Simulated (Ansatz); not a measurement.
**C2H6BCl: vertical ionisation energy**

The task here is to estimate one member of a computed series from the others.

Computed with Ansatz 0.2.0, Gaussian basis. Level: unrestricted cation, the program's frozen cores in correlated methods.

Plan: UKS PBE-D4/def2-TZVPP; UKS r2SCAN-D4/def2-TZVPP; UKS PBE0-D4/def2-TZVPP; UKS B3LYP-D4/def2-TZVPP; UKS wB97X-V/def2-TZVPP; UKS wB97M-V/def2-TZVPP; UKS B2PLYP/def2-TZVPP; UHF-CCSD(T)/def2-TZVPP; UHF-MP2/def2-QZVPP; extrapolation to the limit; then −ε(HOMO) from the neutral's earlier runs with LDA (SPW92), PBE-D4, revPBE-D4, BLYP-D4, r2SCAN-D4, B97M-V, PBE0-D4, B3LYP-D4, r2SCANh-D4, r2SCAN0-D4, HSE06-D4, BHLYP-D4, CAM-B3LYP-D4, LC-ωPBE, ωB97X-V, ωB97M-V.

### Structure used throughout

The geometry comes from an earlier relaxation with PBE0-D4 in a triple-zeta def2 set; it is a stationary point, not always the lowest conformer.

SMILES `CB(C)Cl`, 10 atoms, charge 0, spin multiplicity 1.

Atoms are counted from 1 here; the program's logs count them from 0.

Bond lengths: C1–B2 1.558 Å, C1–H5 1.093 Å, C1–H6 1.099 Å, C1–H7 1.091 Å, B2–C3 1.558 Å, B2–Cl4 1.771 Å, C3–H8 1.091 Å, C3–H9 1.099 Å, C3–H10 1.093 Å. Angles: B2–C1–H5 112.6°, B2–C1–H6 107.0°, B2–C1–H7 114.0°, H5–C1–H6 106.2°, H5–C1–H7 109.9°, H6–C1–H7 106.7°, C1–B2–C3 123.9°, C1–B2–Cl4 118.0°, C3–B2–Cl4 118.0°, B2–C3–H8 114.0°, B2–C3–H9 107.0°, B2–C3–H10 112.5°, H8–C3–H9 106.7°, H8–C3–H10 109.9°, H9–C3–H10 106.2°.

As a file:

```
C    -0.2522    1.0875   -0.8192
B    -0.3701   -0.3242   -0.1717
C     0.5694   -0.8446    0.9563
Cl   -1.6497   -1.4020   -0.7526
H     0.7642    1.4864   -0.7730
H    -0.8763    1.7677   -0.2223
H    -0.6250    1.1382   -1.8429
H     0.1141   -1.5972    1.6011
H     1.4256   -1.3271    0.4637
H     0.9834   -0.0355    1.5633
```

The first run:

File in.yaml:

```yaml
crystal:
  periodic: [false, false, false]
  atoms:
    - {symbol: C, position_ang: [-0.252210, 1.087469, -0.819171]}
    - {symbol: B, position_ang: [-0.370113, -0.324232, -0.171722]}
    - {symbol: C, position_ang: [0.569388, -0.844559, 0.956349]}
    - {symbol: Cl, position_ang: [-1.649734, -1.402011, -0.752568]}
    - {symbol: H, position_ang: [0.764161, 1.486384, -0.772971]}
    - {symbol: H, position_ang: [-0.876325, 1.767671, -0.222265]}
    - {symbol: H, position_ang: [-0.625010, 1.138165, -1.842877]}
    - {symbol: H, position_ang: [0.114052, -1.597228, 1.601116]}
    - {symbol: H, position_ang: [1.425604, -1.327130, 0.463702]}
    - {symbol: H, position_ang: [0.983386, -0.035528, 1.563307]}
basis:
  gaussian: {orbitals: def2-TZVPP}
total_charge: 1
magnetization: {spin_polarized: true, initial_magnetization: 1}
hamiltonian: {xc: pbe, dispersion: d4}
```

Launch:

```bash
ansatz run in.yaml --threads 4 --pin off --events-out ev --progress --plain --max-ram 10444MiB
```

Steps of the session up to this table: Cation, UKS PBE-D4/def2-TZVPP; Cation, UKS r2SCAN-D4/def2-TZVPP; Cation, UKS PBE0-D4/def2-TZVPP; Cation, UKS B3LYP-D4/def2-TZVPP; Cation, UKS wB97X-V/def2-TZVPP; Cation, UKS wB97M-V/def2-TZVPP; Cation, UKS B2PLYP (frozen core)/def2-TZVPP; Cation, UHF-CCSD(T)/def2-TZVPP; Cation, UHF-MP2/def2-QZVPP.

One table of the session follows, with a row left open; its other results are not shown here.

For comparison, −ε(HOMO) of the neutral from earlier runs:

```
  functional  −ε(HOMO) (eV)
 LDA (SPW92)           7.01
      PBE-D4           6.90
   revPBE-D4           6.85
     BLYP-D4           6.78
   r2SCAN-D4           7.20
      B97M-V              ?
     PBE0-D4           8.28
    B3LYP-D4           8.05
  r2SCANh-D4           7.71
  r2SCAN0-D4           8.48
    HSE06-D4           7.88
    BHLYP-D4           9.57
CAM-B3LYP-D4           9.69
     LC-ωPBE          11.08
     ωB97X-V          10.72
     ωB97M-V          10.57
```

Q: Estimate the row for B97M-V from the others.

As computed: −ε(HOMO) (eV): 7.32. In the column «−ε(HOMO) (eV)» it lies between r2SCAN-D4 (7.20) and r2SCANh-D4 (7.71).
